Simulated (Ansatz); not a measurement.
# GeC+ (quartet): the correlation ladder at distance Ge1–C2 = 4.169 Å, cc-pVDZ

The task here is to estimate one member of a computed series from the others.

Method: cc-pVDZ, core rule «outside noble gas», up to 15 orbitals frozen; program: Ansatz 0.2.0, Gaussian basis.

To be run: UHF; CCSD(T) on ROHF; CCSD(T) on UHF; BCCD(T) on ROHF; CISD; CCSDT(Q) on ROHF; CCSDT(Q) on UHF; CASSCF and MRCISD+Q, 5 electrons in 5 orbitals; CASSCF and NEVPT2, 5 electrons in 5 orbitals; CASSCF and MRCISD+Q, 7 electrons in 8 orbitals; CASSCF and NEVPT2, 7 electrons in 8 orbitals; Full CI.

15 further runs of the same task are left out: 11 that didn't finish, 4 set aside as unsound or not needed.

### The geometry

The geometry derives from a PBE0/def2-TZVP stationary point (not a proven minimum). One bond is set to the value named and the two fragments are kept rigid. No spin-orbit coupling is included. The filled d shell of Ge may be among the frozen orbitals whatever the setting's name suggests; the logs give the count.

2 atoms, charge 1, spin multiplicity 4.

Atoms are counted from 1 here; the program's logs count them from 0.

No contacts short enough for the rule that draws bonds.

Set-up of the first run:

File in.yaml:

```yaml
crystal:
  periodic: [false, false, false]
  atoms:
    - {symbol: Ge, position_ang: [0.000000, 0.000000, 0.000000]}
    - {symbol: C, position_ang: [0.000000, 0.000000, 4.169000]}
basis:
  gaussian: {orbitals: cc-pVDZ}
total_charge: 1
magnetization: {spin_polarized: true, initial_magnetization: 3}
hamiltonian: {xc: hf}
output: {orbitals: {seedname: orbitals}}
```

Command:

```sh
ansatz run in.yaml --threads 1 --pin off --events-out ev --progress --plain --max-ram 2393MiB
```

Steps of the session up to this table: UHF; CCSD(T) on ROHF; CCSD(T) on UHF; BCCD(T) on ROHF; CISD; CCSDT(Q) on ROHF; CCSDT(Q) on UHF; CASSCF and MRCISD+Q, 5 electrons in 5 orbitals; CASSCF and NEVPT2, 5 electrons in 5 orbitals; CASSCF and MRCISD+Q, 7 electrons in 8 orbitals; CASSCF and NEVPT2, 7 electrons in 8 orbitals; Full CI.

One of the session's tables, all rows but one given; the rest of the session is left out.

| method | from FCI (meV) |
| --- | --- |
| ROHF | +3532.3 |
| UHF | +3328.4 |
| RMP2 | ? |
| UMP2 | +1055.5 |
| CISD | +226.2 |
| RCCSD | +67.1 |
| UCCSD | +58.6 |
| RCCSD(T) | +24.0 |
| UCCSD(T) | +18.8 |
| BCCD(T) | +23.8 |
| RCCSDT | +7.0 |
| UCCSDT | +2.5 |
| RCCSDT(Q) | +5.6 |
| UCCSDT(Q) | +1.2 |
| FCI | 0 |

**Question.** Estimate the row for RMP2.

The run gave: from FCI (meV): +1071.7. In the column «from FCI (meV)» it lies between UMP2 (+1055.5) and UHF (+3328.4).

Among the levels timed on like hardware and quicker than the yardstick, those that no quicker one beats, quickest first: CISD (5.5 s, +226.2 meV); RCCSD(T) (12 s, +24.0 meV); BCCD(T) (12 s, +23.8 meV); UCCSD(T) (13 s, +18.8 meV); RCCSDT(Q) (19 s, +5.6 meV); UCCSDT(Q) (20 s, +1.2 meV).

Left out of the table: CASSCF pair, NEVPT2 pair, MRCISD pair, MRCISD+Q pair, CASSCF valence, NEVPT2 valence, MRCISD valence, MRCISD+Q valence (the active space lost an orbital or holds another state than full CI finds).

Limits of these values: The yardstick is full CI for this spin, exact in this basis with these frozen cores. Levels on UHF freeze UHF's core orbitals, full CI those of ROHF, so the U rows can settle a little off it for that reason alone. Restricted and unrestricted rows rest on different reference determinants; where their highest levels disagree by more than a few hundredths of an eV, they describe different states and don't form one ladder.
